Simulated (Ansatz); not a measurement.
# Hf2Pd2Se2Br2O3 (P1) in Ansatz: reference runs

How does Hf2Pd2Se2Br2O3 come out in PBE? The cell is run as given and disturbed.

Program: Ansatz 0.2.0. These are calculated values, not measurements. Logs are shortened: lines on timing, memory, paths and dates and some standing lists are left out, and cuts for length are marked.

### Step 1. Starting point

The typed cell holds 11 atoms: a = 5.761 Å, b = 5.870 Å, c = 6.872 Å, α = 96.27°, β = 102.51°, γ = 95.11°.

The cell was built by a generator and needn't be a form met in nature.

### Step 2. Single point, PBE

The input, input.yaml:

```yaml
crystal:
  lattice:
    - [5.76069, 0.00496, -0.00286]
    - [-0.5275, 5.84664, 0.03413]
    - [-1.48435, -0.92642, 6.64586]
  atoms:
    - { symbol: Hf, position: [0.7454, 0.39602, 0.34989] }
    - { symbol: Hf, position: [0.28763, 0.45322, 0.59401] }
    - { symbol: Pd, position: [0.90854, 0.13294, 0.84849] }
    - { symbol: Pd, position: [0.25249, 0.90323, 0.35874] }
    - { symbol: Se, position: [0.63469, 0.40355, 0.93716] }
    - { symbol: Se, position: [0.62597, 0.78174, 0.53023] }
    - { symbol: Br, position: [0.85273, 0.99089, 0.15355] }
    - { symbol: Br, position: [0.22526, 0.82084, 0.86223] }
    - { symbol: O, position: [0.9604, 0.28925, 0.59026] }
    - { symbol: O, position: [0.43233, 0.24524, 0.40864] }
    - { symbol: O, position: [0.07457, 0.58308, 0.36682] }
hamiltonian:
  xc: pbe
  pseudopotentials: { kind: paw }
kpoints:
  mp_grid: { grid: [5, 5, 4] }
scf:
  occupations: { method: fermi_dirac, width: 0.05 }
output:
  forces: true
  stress: true
  eigenvalues: true
```

Potentials or basis: Ansatz PAW.

Started as:

```sh
ansatz run input.yaml --threads 8 --pin off --max-ram 20480MiB --backend cpu --events-out ev --progress --plain --runs-dir out
```

Standard output:

```text
Warning: RAYON_NUM_THREADS=8 ignored (pool sized by the plan → 8); use --threads N
Engine: ansatz 0.2.0, aarch64-unknown-linux-gnu
Pseudopotentials: kind: paw
Pseudopotential: Hf, paw, valence charge 26, recommended cutoff 420 eV (normal), Hf.paw.azcp
Pseudopotential: Pd, paw, valence charge 18, recommended cutoff 420 eV (normal), Pd.paw.azcp
Pseudopotential: Se, paw, valence charge 16, recommended cutoff 420 eV (normal), Se.paw.azcp
Pseudopotential: Br, paw, valence charge 7, recommended cutoff 420 eV (normal), Br.paw.azcp
Pseudopotential: O, paw, valence charge 6, recommended cutoff 420 eV (normal), O.paw.azcp
Functional definition: PBE
  parameter kappa = 0.804
  parameter beta = 0.06672455060314922
  exchange = pbe_x(kappa = kappa, mu = beta*pi^2/3)
  correlation = pbe_c(beta = beta)
Crystal: 11 atoms, lattice volume = 224.010 Å³
Basis set: ecut = 420 eV, 4395 PW (Γ), exchange–correlation on 80×80×96 points (8 copies of the dense FFT grid, shifted against one another)
Bands: 92, of which v1, the nominal top of the filled ones, is band 76 counted from 1 (75 counted from 0)
Symmetry: 1 space group operations
Space group: P1 (ITA 1), of the structure as read, at distance tolerance 6.1e-5 Å
k-points: 51 of 100 (time reversal used)
Non-local potential: Hf, projectors of the file, l = 0: 3, l = 1: 2, l = 2: 2, l = 3: 3
Non-local potential: Pd, projectors of the file, l = 0: 2, l = 1: 2, l = 2: 2, l = 3: 1
Non-local potential: Se, projectors of the file, l = 0: 2, l = 1: 2, l = 2: 3, l = 3: 1
Non-local potential: Br, projectors of the file, l = 0: 2, l = 1: 2, l = 2: 2
Non-local potential: O, projectors of the file, l = 0: 2, l = 1: 2, l = 2: 1
PAW form: soft (Blöchl's): semilocal exchange-correlation on the pseudo side does not see the compensation charge
PAW one-centre angular grid: Hf, 590 points (default); XC on 64 Gauss nodes
PAW one-centre angular grid: Pd, 590 points (default); XC on 64 Gauss nodes
PAW one-centre angular grid: Se, 590 points (default); XC on 64 Gauss nodes
PAW one-centre angular grid: Br, 110 points (default); XC on 64 Gauss nodes
PAW one-centre angular grid: O, 110 points (default); XC on 64 Gauss nodes
Initial density: superposition of atomic densities (neutral atoms: chi_scale 0, normalization atom), corrected by the library's trained network
Initial wavefunctions: pseudopotential atomic-orbital guess
Functional: x = pbe(κ = 0.804, μ = 0.2195149727645171), c = pbe(β = 0.06672455060314922)
SCF iter   1: F=—  HF=-63603.257067 eV  |F-HF|=—  |Δ(HF+E_count)|=         —  Δρ=6.21e-3  dr2=8.77e-2  ethr=1.77e-3  ⟨swp⟩=6.0  Hψ=16543  notcnv=0  defer=208
preconditioner: auto → Resta (q_TF=auto, 2.558 Å⁻¹)  ε∞=5.6  [insulator: Δε(μ)=0.272 eV  Ē_g=11.604 eV  σ=0.050 eV  W_gap=0.86  n_scr=68 (ndim 8)  ℏωp=24.8 eV  f_vac=0.099  D(μ)=0.21/eV (n_scr^D=0)  ε∞_Penn≈5.6]
SCF iter   2: F=—  HF=-63603.245457 eV  |F-HF|=—  |Δ(HF+E_count)|=   1.16e-2  Δρ=3.12e-3  dr2=1.88e-2  ethr=5.77e-5  ⟨swp⟩=2.0  Hψ=7485  notcnv=0  defer=344
SCF iter   3: F=—  HF=-63603.243497 eV  |F-HF|=—  |Δ(HF+E_count)|=   1.96e-3  Δρ=1.61e-3  dr2=7.48e-3  ethr=1.24e-5  ⟨swp⟩=2.0  Hψ=8050  notcnv=0  defer=140
automatic band count: iteration 3 solves 88 bands in place of 92: the levels show a gap, and the empty bands left out lie too high to hold charge; the band table lists the bands solved (type scf.n_extra_bands for more)
SCF iter   4: F=—  HF=-63603.242854 eV  |F-HF|=—  |Δ(HF+E_count)|=   6.43e-4  Δρ=5.45e-4  dr2=8.03e-4  ethr=4.92e-6  ⟨swp⟩=2.0  Hψ=5158  notcnv=0  defer=140
SCF iter   5: F=—  HF=-63603.242863 eV  |F-HF|=—  |Δ(HF+E_count)|=   8.61e-6  Δρ=3.21e-4  dr2=2.76e-4  ethr=5.28e-7  ⟨swp⟩=2.0  Hψ=7918  notcnv=0  defer=140
SCF iter   6: F=—  HF=-63603.242864 eV  |F-HF|=—  |Δ(HF+E_count)|=   1.97e-6  Δρ=1.08e-4  dr2=3.08e-5  ethr=1.82e-7  ⟨swp⟩=2.0  Hψ=5995  notcnv=0  defer=140
SCF iter   7: F=—  HF=-63603.242758 eV  |F-HF|=—  |Δ(HF+E_count)|=   1.06e-4  Δρ=5.73e-5  dr2=8.04e-6  ethr=2.03e-8  ⟨swp⟩=2.0  Hψ=6897  notcnv=0  defer=140
SCF iter   8: F=—  HF=-63603.242763 eV  |F-HF|=—  |Δ(HF+E_count)|=   4.33e-6  Δρ=2.80e-5  dr2=1.73e-6  ethr=5.29e-9  ⟨swp⟩=2.0  Hψ=6898  notcnv=0  defer=140
SCF iter   9: F=—  HF=-63603.242763 eV  |F-HF|=—  |Δ(HF+E_count)|=   4.02e-7  Δρ=9.63e-6  dr2=2.32e-7  ethr=1.14e-9  ⟨swp⟩=3.0  Hψ=7660  notcnv=0  defer=140
SCF iter  10: F=-63603.242763 eV  HF=-63603.242763 eV  |F-HF|=3.73e-8  |Δ(HF+E_count)|=   2.33e-7  Δρ=5.13e-6  dr2=6.22e-8  ethr=6.58e-11  ⟨swp⟩=10.8  Hψ=18408  notcnv=0
SCF 1 converged in 10 iterations: F = -63603.242763 eV  dr2 = 6.22e-8
SCF converged after 10 iterations
Free energy (F): -63603.242763 eV
Harris-Foulkes:  -63603.242763 eV  (|F-HF|=3.73e-8)
Internal energy: -63603.238469 eV  (E = F + TS)
E sigma→0 (E₀):  -63603.240616 eV
Entropy (-TS):   -0.004294 eV (-0.390 meV/atom)
Fermi energy:    9.572577 eV
--- Per-component energies (eV) ---
  E_band       = -1799.206750
  E_kinetic    = 2890.645755
  E_local      = -28158.204992  (includes V_loc(G=0)·N_el)
  E_nonlocal   = -2956.031768
  E_hartree    = 12780.000402
  E_xc         = -1890.112855
  E_vxc        = -1633.497095  (∫ρ·V_xc dr)
  E_paw        = -30145.521915  (= ΣΔE_a)
  E_vpaw       = 2497.868606  (= ΣTr[D̂ρ^β])
  E_aug_tail   = 0.006537  (compensation charges beyond the density's cutoff)
  E_ewald      = -16124.019633
  E_smearing   = -0.004294  (= −TS)
  E_closure    = -0.000000  (closes the sum)
  Σ components = -63603.242763   (vs F -63603.242763, Δ=0.00e0)
--- Forces (eV/Å), atoms counted from 1 ---
  atom   1  Hf     0.00194239    -0.00264524     0.00337968
  atom   2  Hf    -0.00503331    -0.00385189    -0.00351895
  atom   3  Pd    -0.00105528    -0.00177275    -0.00730176
  atom   4  Pd    -0.00174080     0.00187284    -0.00043582
  atom   5  Se    -0.00398805     0.00236404    -0.00670790
  atom   6  Se     0.00005832     0.00510326     0.00189573
  atom   7  Br     0.00265228    -0.00191741     0.00606783
  atom   8  Br     0.00318478    -0.00205889    -0.00055468
  atom   9  O      0.00117636     0.00291207     0.00026803
  atom  10  O      0.00103686     0.00359788     0.00235583
  atom  11  O      0.00187759    -0.00344009     0.00457529
  max |Σ_I F_I| component: 1.64e-4 eV/Å
--- Stress (GPa, compression-positive) ---
       -0.006425      -0.004171      -0.014388
       -0.004170       0.014432       0.001945
       -0.014390       0.001944       0.012985
  P = ⅓ Tr σ = 0.0070 GPa (0.070 kbar)
--- Band table (eV; the first three rows and the last of 51) ---
  k-point 0: bands = ["-74.5986", "-74.4606", "-53.0305", "-52.8957", "-40.6514", "-40.6259", "-40.5092", "-40.4456", "-39.7462", "-39.6650", "-37.5937", "-37.5697", "-37.5460", "-37.4614", "-37.4573", "-37.4220", "-37.3974", "-37.3463", "-37.2421", "-37.2399", "-21.9663", "-21.7597", "-21.7440", "-21.6559", "-21.6267", "-21.5111", "-9.2168", "-8.7574", "-8.4745", "-6.4057", "-4.9293", "-3.0776", "-2.9557", "-2.9430", "-2.9393", "-2.9346", "-2.9063", "-2.8924", "-2.8614", "-2.8158", "-2.8077", "-2.7910", "-2.7769", "-2.7730", "-2.7598", "-2.6900", "-2.4918", "3.0374", "3.5833", "3.6977", "4.1710", "4.5195", "4.6170", "4.6884", "4.9218", "4.9965", "5.0764", "5.6065", "5.7063", "5.9704", "6.2223", "6.4308", "6.7207", "6.9848", "7.2676", "7.4809", "7.6247", "7.8376", "7.8943", "8.0526", "8.2818", "8.3503", "8.5971", "8.7314", "9.1220", "9.2142", "9.9175", "10.0098", "12.0970", "12.5916", "12.6236", "12.7814", "12.8891", "13.0513", "13.3277", "13.9037", "14.6870", "14.7794"]
  k-point 1: bands = ["-74.5986", "-74.4606", "-53.0305", "-52.8957", "-40.6514", "-40.6259", "-40.5092", "-40.4456", "-39.7462", "-39.6650", "-37.5937", "-37.5697", "-37.5460", "-37.4614", "-37.4573", "-37.4220", "-37.3974", "-37.3463", "-37.2421", "-37.2399", "-21.9661", "-21.7597", "-21.7439", "-21.6560", "-21.6268", "-21.5113", "-9.2132", "-8.7568", "-8.4743", "-6.4101", "-4.9320", "-3.0730", "-2.9559", "-2.9446", "-2.9426", "-2.9354", "-2.9068", "-2.8925", "-2.8655", "-2.8155", "-2.8074", "-2.7907", "-2.7769", "-2.7727", "-2.7599", "-2.6968", "-2.4862", "2.9908", "3.4888", "3.8843", "4.0772", "4.4932", "4.6097", "4.8380", "4.9313", "5.0097", "5.2186", "5.5340", "5.6616", "5.9306", "6.4032", "6.5245", "6.6296", "6.9119", "7.1356", "7.4226", "7.5755", "7.7810", "7.9014", "8.0885", "8.3205", "8.3722", "8.4962", "8.7729", "9.0185", "9.2200", "9.7488", "10.2162", "12.1128", "12.5249", "12.7472", "12.8557", "13.0195", "13.0976", "13.5039", "14.0169", "14.6358", "14.8777"]
  k-point 2: bands = ["-74.5986", "-74.4606", "-53.0305", "-52.8957", "-40.6514", "-40.6259", "-40.5091", "-40.4456", "-39.7462", "-39.6650", "-37.5937", "-37.5697", "-37.5460", "-37.4614", "-37.4573", "-37.4220", "-37.3974", "-37.3463", "-37.2421", "-37.2399", "-21.9660", "-21.7597", "-21.7438", "-21.6561", "-21.6268", "-21.5114", "-9.2096", "-8.7561", "-8.4741", "-6.4145", "-4.9347", "-3.0679", "-2.9563", "-2.9510", "-2.9428", "-2.9356", "-2.9071", "-2.8926", "-2.8692", "-2.8154", "-2.8071", "-2.7904", "-2.7771", "-2.7722", "-2.7598", "-2.7031", "-2.4805", "2.9376", "3.4498", "3.9360", "4.1633", "4.4030", "4.6107", "4.8865", "4.9716", "5.1180", "5.3326", "5.5457", "5.6901", "5.7804", "6.3249", "6.5657", "6.6469", "6.8976", "7.1508", "7.3355", "7.5534", "7.7226", "7.8963", "8.0813", "8.2070", "8.3497", "8.4974", "8.9325", "8.9565", "9.1820", "9.6530", "10.3391", "12.2444", "12.3235", "12.7195", "12.8996", "13.0343", "13.1818", "13.9464", "14.2719", "14.4994", "15.0146"]
  k-point 50: bands = ["-74.5986", "-74.4606", "-53.0302", "-52.8960", "-40.6514", "-40.6259", "-40.5092", "-40.4456", "-39.7462", "-39.6650", "-37.5937", "-37.5697", "-37.5460", "-37.4614", "-37.4573", "-37.4220", "-37.3974", "-37.3463", "-37.2421", "-37.2399", "-21.9364", "-21.7971", "-21.7394", "-21.6581", "-21.5956", "-21.5396", "-9.0476", "-8.8051", "-8.5874", "-6.3882", "-4.9336", "-3.0866", "-2.9573", "-2.9444", "-2.9421", "-2.9353", "-2.9115", "-2.8950", "-2.8765", "-2.8169", "-2.8112", "-2.7910", "-2.7751", "-2.7730", "-2.7632", "-2.7223", "-2.5064", "3.0808", "3.5949", "3.7779", "4.1980", "4.4425", "4.5589", "4.6730", "4.8093", "5.1146", "5.3843", "5.5666", "5.7325", "6.0480", "6.2776", "6.5802", "6.7015", "6.9301", "7.1147", "7.1737", "7.4287", "7.7031", "7.8630", "7.9550", "8.1412", "8.3041", "8.5410", "8.6737", "9.0303", "9.2116", "10.2800", "10.5296", "11.9232", "12.2781", "12.5756", "12.8585", "13.1586", "13.5591", "13.8113", "14.4305", "14.8715", "15.0515"]
```

Wall time 17 s (8 threads of Arm Neoverse V1, shared host); peak memory 1.5 GiB.

Results:

```yaml
Free_energy: -63603.2428 eV
Pressure: 0.0 GPa
Largest_force: 0.008 eV/Å
Band_gap_on_the_k_mesh: 0.22 eV, indirect (least direct gap 0.47 eV)
```

Forces on the atoms (eV/Å):
```
Hf   0.002 -0.003  0.003
Hf  -0.005 -0.004 -0.004
Pd  -0.001 -0.002 -0.007
Pd  -0.002  0.002  0.000
Se  -0.004  0.002 -0.007
Se   0.000  0.005  0.002
Br   0.003 -0.002  0.006
Br   0.003 -0.002 -0.001
O    0.001  0.003  0.000
O    0.001  0.004  0.002
O    0.002 -0.003  0.005
```

Caveat: odd divisions of the mesh miss points on the zone boundary, where band edges often lie, so the gap on the mesh can be too wide; spin-orbit coupling is left out, which moves the levels of the heavy elements.

(Part 1 of 2 ends here.)
